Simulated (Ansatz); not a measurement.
# TaSbSe in Ansatz: the effect of strain

The system is TaSbSe.

```
Ta Sb Se
1.0
     3.55702    0.00000    0.00000
     0.00000    3.55702    0.00000
     0.00000    0.00000    5.63455
Ta Sb Se
1 1 1
Direct
  0.00000 0.00000 0.00000
  0.00000 0.00000 0.50000
  0.50000 0.50000 0.00000
```

The cell was built by a generator and needn't be a form met in nature.

The cell isn't the ideal one: strained by -2 %.

Alike in all runs:

| Property | Result |
| --- | --- |
| Program | Ansatz 0.2.0 |
| Task | relaxation of the atoms |
| Functional | PBE |
| Potentials or basis | Ansatz PAW |
| Cutoff | 420 eV (not typed: the program's choice for these potentials) |
| k mesh | 7 × 7 × 5 |
| Occupations | fermi-dirac, width 0.05 eV |
| Spin | no spin polarisation |

Each run relaxes the cell or the atoms first.

```tsv
strain	pressure (GPa)
-0.02	4.3
-0.01	?
0.01	-1.8
```

Task: What does the run with strain -0.01 give?

Result: Pressure 1.9 GPa.

Caveats: the relaxation stopped at its first step, so nothing moved; the thresholds are loose for stress.
